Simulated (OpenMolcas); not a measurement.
# Mn²⁺ among point charges: CASSCF and CASPT2 levels and susceptibility

Aim: the splitting of the states of Mn²⁺ in the field of 4 point charges, its lowest levels with spin-orbit coupling and its magnetic susceptibility.

Method: state-averaged CASSCF and CASPT2, spin-orbit coupling by RASSI with atomic mean-field integrals. Code: OpenMolcas 26.06.

## 1. What is computed

- Species: Mn²⁺ (manganese, Z = 25, 23 electrons)
- Basis: ANO-RCC-VDZP [5s4p2d1f], 34 functions
- Scalar Hamiltonian: DKH2, point nucleus
- Inactive shells: 1s 2s 2p 3s 3p
- Active space: 5 electrons in 5 orbitals (3d)
- Some configurations of this space: 3d⁵
- Orbitals: optimised for each spin and parity, averaged over all roots

The outer shells:

3d5
```
3d [↑ ][↑ ][↑ ][↑ ][↑ ]
```

The ion sits among 4 point charges of -1.5 e arranged as a square (D4h), 1.8 Å from the ion.

Each step is its own input file, run in one work folder so that later steps find the files of earlier ones. Labels, J, g values, rates, χT and fits are worked out afterwards by a script from the matrices that RASSI stores. The input lists half of the charges; inversion (Group=XYZ) makes the rest.

## 2. One- and two-electron integrals

a.inp reads:

```
&GATEWAY
Coord
1

Mn 0.0 0.0 0.0
Basis=ANO-RCC-VDZP
Group=XYZ
NoMove
AngMom=0.0 0.0 0.0
AMFI
XField
2 Angstrom 0
1.800000 0.000000 0.000000 -1.500000
0.000000 1.800000 0.000000 -1.500000
&SEWARD
```

Command:

```
OMP_NUM_THREADS=1 MOLCAS_MEM=1689 MOLCAS_PROJECT=a pymolcas a.inp > a.log
```

## 3. CASSCF: sextets of even parity, 1 root

a.inp reads:

```
&RASSCF
FileOrb=start.orb
Symmetry=1
Spin=6
nActEl=5 0 0
Inactive=3 6
Ras2=5 0
CIRoot=1 1 1
SDav=1
CIMx=300
Iter=120 100
PrWF=0.3
OrbListing=Nothing
MaxOrb=0
>>> COPY $Project.JobIph JOB001
```

start.orb holds the contracted functions of the basis, ordered by shell, or the orbitals of the step before.

## 4. CASSCF: quartets of even parity, 24 roots

a.inp reads:

```
&RASSCF
FileOrb=start.orb
Symmetry=1
Spin=4
nActEl=5 0 0
Inactive=3 6
Ras2=5 0
CIRoot=24 24 1
SDav=24
CIMx=300
Iter=120 100
PrWF=0.3
OrbListing=Nothing
MaxOrb=0
>>> COPY $Project.JobIph JOB002
```

## 5. CASSCF: doublets of even parity, 75 roots

a.inp reads:

```
&RASSCF
FileOrb=start.orb
Symmetry=1
Spin=2
nActEl=5 0 0
Inactive=3 6
Ras2=5 0
CIRoot=75 75 1
SDav=75
CIMx=300
Iter=120 100
PrWF=0.3
OrbListing=Nothing
MaxOrb=0
>>> COPY $Project.JobIph JOB003
```

## 6. RASSI: spin-orbit coupling between the states

a.inp reads:

```
&RASSI
NrOfJobIphs=3 1 24 75
1
1 2 3 4 5 6 7 8 9 10 11 12 13 14 15 16 17 18 19 20 21 22 23 24
1 2 3 4 5 6 7 8 9 10 11 12 13 14 15 16 17 18 19 20 21 22 23 24 25 26 27
28 29 30 31 32 33 34 35 36 37 38 39 40 41 42 43 44 45 46 47 48 49 50 51
52 53 54 55 56 57 58 59 60 61 62 63 64 65 66 67 68 69 70 71 72 73 74 75
IphNames
JOB001
JOB002
JOB003
EJob
SpinOrbit
DIPRint=1.0
SOCoupling=1000.0
Subsets=2
Property=9
'ANGMOM' 1 'ANGMOM' 2 'ANGMOM' 3 'MLTPL  1' 1 'MLTPL  1' 2 'MLTPL  1' 3
'AMFI' 1 'AMFI' 2 'AMFI' 3
SOProperty=3
'ANGMOM' 1 'ANGMOM' 2 'ANGMOM' 3
```

## 7. CASPT2: IPEA 0.25, imaginary shift 0.1 (closed shells correlated: 3s 3p)

a.inp reads:

```
>>> COPY JOB001 $Project.JobIph
&CASPT2
Multistate=1 1
Frozen=2 3
IPEA=0.25
Imaginary=0.1
MaxIter=60
WThr=0.0 0.3 0.05
PrWF=0.5
NoMix
>>> COPY JOB002 $Project.JobIph
&CASPT2
Multistate=24 1 2 3 4 5 6 7 8 9 10 11 12 13 14 15 16 17 18 19 20 21 22
23 24
NoMult
Frozen=2 3
IPEA=0.25
Imaginary=0.1
MaxIter=60
WThr=0.0 0.3 0.05
PrWF=0.5
NoMix
>>> COPY JOB003 $Project.JobIph
&CASPT2
Multistate=75 1 2 3 4 5 6 7 8 9 10 11 12 13 14 15 16 17 18 19 20 21 22
23 24 25 26 27 28 29 30 31 32 33 34 35 36 37 38 39 40 41 42 43 44 45 46
47 48 49 50 51 52 53 54 55 56 57 58 59 60 61 62 63 64 65 66 67 68 69 70
71 72 73 74 75
NoMult
Frozen=2 3
IPEA=0.25
Imaginary=0.1
MaxIter=60
WThr=0.0 0.3 0.05
PrWF=0.5
NoMix
```

(Steps that only read results are left out.)

**Question.** What will these runs give? Wanted: spin-free ground state; lowest level; next level.

As calculated:

```
                 quantity                                                                        value
                   method  SS-CASPT2, IPEA 0.25, imaginary shift 0.1 (closed shells correlated: 3s 3p)
   spin-free ground state                                              6A1, 1-fold in its orbital part
             lowest level                                            2-fold E1/2, g = 2.00, 6.01, 6.01
               next level                                                                     0.3 cm⁻¹
              χT at 300 K                                                               4.39 cm³ K/mol
effective moment at 300 K                                                                      5.92 μB
```

Cost by method:

| method | time of its own steps | time with the reference |
| --- | --- | --- |
| A. CASSCF | 21 s | 21 s |
| B. SS-CASPT2, IPEA 0.25, imaginary shift 0.1, +3s 3p | 5.9 s | 27 s |

Times are of one thread on a shared host.

**Reading.** The spin-free ground state (6A1) comes to 100 % from free-ion S terms and keeps the highest spin of the shell. χT at 300 K is 4.39, against 4.39 cm³ K/mol for the spin alone, as a half-filled shell (L = 0) has no orbital moment. An active space of the d shell alone favours high spin; real ions in strong fields can be low spin. The field of point charges can differ much from that of real complexes. With metal d orbitals alone active, the gaps between spin states are rough; where two lie within a few thousand cm-1, their order is open. Point charges carry no covalency, so the field is a model and not that of real ligands.
